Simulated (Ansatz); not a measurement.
# H3OSn, SMILES [O][SnH3]: a relaxed scan of one distance

With the Ansatz DFT code, driven from Python.

Typed at the interpreter:
```pycon
>>> import ansatz as az
>>> import numpy as np
>>> mol = (
...     az.Crystal.molecule()
...     .atom('O', [-0.7056, 0.1699, 1.78])
...     .atom('Sn', [0.0064, -0.0143, -0.0465])
...     .atom('H', [-1.1328, 0.6422, -1.246])
...     .atom('H', [0.3426, -1.7033, -0.3654])
...     .atom('H', [1.5392, 0.8319, -0.1635])
... )
>>> setup = mol.calculation()
>>> setup = setup.basis(gaussian='def2-SVP')
>>> setup = setup.functional('hf').spin('collinear', total=1)
>>> symbols = [site.symbol for site in mol.cartesian_sites]
>>> pairs = [(0, 1), (1, 2), (1, 3), (1, 4)]
>>> print('held (A)   E (eV)        ', '  '.join(f'{symbols[i]}{i}-{symbols[j]}{j}' for i, j in pairs))
held (A)   E (eV)         O0-Sn1  Sn1-H2  Sn1-H3  Sn1-H4
>>> for length in [1.61, 1.75, 1.9, 2.11, 2.37]:
...     rep = setup.relax(constraints=[az.DistanceConstraint((1, 4), at=length)], force_tolerance=0.02, max_steps=60).run().report
...     xyz = np.array(rep['positions_ang'])
...     print(f'{length:6.2f} {rep["free_energy_ev"]:14.5f}  ', '  '.join(f'{np.linalg.norm(xyz[i] - xyz[j]):.3f}' for i, j in pairs))
...
DeckWarning: relax.constraints: the input's atoms, or those drawn, lie off the distances that are held; a relaxation that starts there is brought onto them ahead of its first SCF, by positions alone, an atom by 7.24e-2 Å at the most. With the symmetry [...]
  1.61    -7886.25084   2.015  1.705  1.703  1.610
  1.75    -7886.31001   2.013  1.704  1.701  1.750
  1.90    -7886.09497   2.010  1.700  1.700  1.900
  2.11    -7885.53534   2.007  1.699  1.699  2.110
  2.37    -7884.77078   1.997  1.699  1.699  2.370
```

Reading the output:
- Total energies depend on the basis set; only differences at equal settings carry meaning.
- Warnings are shown shortened and without file and line.
- The energies are electronic: no zero-point or thermal terms, and the basis set is short of its limit.
- def2 sets replace the cores of elements past krypton by effective core potentials.
- The run takes the species as open-shell (spin multiplicity 2), which needn't be its ground state.
- The expectation value of S² is noticeably off S(S+1) in at least one run, so that state is spin-contaminated.
- It ran for 64 s on 1 thread of Arm Neoverse V2 (shared host), peak memory 0.22 GiB.
